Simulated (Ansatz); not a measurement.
# CH₅BrOSn: a ladder of functionals and wavefunction methods

One table from this session's results is given with a row withheld; the runs are named, their logs left out.

Program: Ansatz 0.2.0, Gaussian basis. Level of theory: functionals in def2-TZVPP, the program's frozen cores in correlated methods. These are calculated values, not measurements.

The runs, in order: LDA (SPW92), PBE-D4, revPBE-D4, BLYP-D4, r2SCAN-D4, B97M-V, PBE0-D4, B3LYP-D4, r2SCANh-D4, r2SCAN0-D4, HSE06-D4, BHLYP-D4, CAM-B3LYP-D4, LC-ωPBE, ωB97X-V, ωB97M-V, B2PLYP, PBE-QIDH; CCSD(T)/def2-SVP; CCSD(T)/def2-TZVPP; MP2/def2-QZVPP; extrapolation to the limit; RPA on PBE.

### The geometry

All runs share one geometry, relaxed beforehand with PBE0-D4 in a triple-zeta def2 set. Sn takes the def2 core potential; no spin-orbit term is included.

SMILES `C[O][SnH2][Br]`, 9 atoms, charge 0, spin multiplicity 1.

Atoms are counted from 1 here; the program's logs count them from 0.

Bond lengths: C1–O2 1.408 Å, C1–H5 1.097 Å, C1–H6 1.093 Å, C1–H7 1.099 Å, O2–Sn3 1.951 Å, Sn3–Br4 2.480 Å, Sn3–H8 1.693 Å, Sn3–H9 1.703 Å. Angles: O2–C1–H5 112.1°, O2–C1–H6 107.9°, O2–C1–H7 112.4°, H5–C1–H6 108.1°, H5–C1–H7 108.3°, H6–C1–H7 107.9°, C1–O2–Sn3 120.3°, O2–Sn3–Br4 106.5°, O2–Sn3–H8 105.4°, O2–Sn3–H9 109.5°, Br4–Sn3–H8 109.6°, Br4–Sn3–H9 106.7°, H8–Sn3–H9 118.5°.

The first run:

Contents of in.yaml:

```yaml
crystal:
  periodic: [false, false, false]
  atoms:
    - {symbol: C, position_ang: [-0.668105, 0.006445, -1.313067]}
    - {symbol: O, position_ang: [0.292237, -0.731433, -0.594497]}
    - {symbol: Sn, position_ang: [0.668931, -0.300897, 1.270462]}
    - {symbol: Br, position_ang: [1.388203, 2.072220, 1.316215]}
    - {symbol: H, position_ang: [-0.389467, 1.062863, -1.409474]}
    - {symbol: H, position_ang: [-0.736805, -0.419825, -2.317334]}
    - {symbol: H, position_ang: [-1.665285, -0.045961, -0.855030]}
    - {symbol: H, position_ang: [1.967899, -1.295660, 1.707530]}
    - {symbol: H, position_ang: [-0.769107, -0.394253, 2.178296]}
basis:
  gaussian: {orbitals: def2-TZVPP}
hamiltonian: {xc: lda}
output: {orbitals: {seedname: orbitals}}
```

Steps of the session up to this table: LDA; PBE-D4 (GGA); revPBE-D4 (GGA); BLYP-D4 (GGA); r2SCAN-D4 (meta-GGA); B97M-V (meta-GGA); PBE0-D4 (hybrid); B3LYP-D4 (hybrid); r2SCANh-D4 (hybrid); r2SCAN0-D4 (hybrid); HSE06-D4 (hybrid); BHLYP-D4 (hybrid); CAM-B3LYP-D4 (range-separated); LC-ωPBE-D4 (range-separated; the results give it without D4); ωB97X-V (range-separated); ωB97M-V (range-separated); B2PLYP (double hybrid); PBE-QIDH (double hybrid).

One of the session's tables, all rows but one given; the rest of the session is left out.

It belongs to the step «Orbital energies across the functionals». 

| functional | HOMO (eV) | gap (eV) |
| --- | --- | --- |
| LDA (SPW92) | -6.55 | 4.34 |
| PBE-D4 | -6.41 | 4.47 |
| revPBE-D4 | -6.36 | 4.50 |
| BLYP-D4 | ? | ? |
| r2SCAN-D4 | -6.74 | 5.05 |
| B97M-V | -6.88 | 5.21 |
| PBE0-D4 | -7.96 | 6.91 |
| B3LYP-D4 | -7.72 | 6.37 |
| r2SCANh-D4 | -7.32 | 5.95 |
| r2SCAN0-D4 | -8.20 | 7.30 |
| HSE06-D4 | -7.56 | 6.14 |
| BHLYP-D4 | -9.42 | 9.26 |
| CAM-B3LYP-D4 | -9.40 | 9.30 |
| LC-ωPBE | -10.73 | 11.84 |
| ωB97X-V | -10.42 | 11.40 |
| ωB97M-V | -10.34 | 11.12 |

Q: Estimate the row for BLYP-D4 from the others.

Worked estimate for «HOMO (eV)». Against the share of exact exchange, B3LYP-D4 (0.2, -7.72), BHLYP-D4 (0.5, -9.42) give a slope of -5.67 per unit share; at 0 the line stands at -6.59.

As computed: HOMO (eV): -6.33; gap (eV): 4.42. In «HOMO (eV)» the line misses by -0.26.
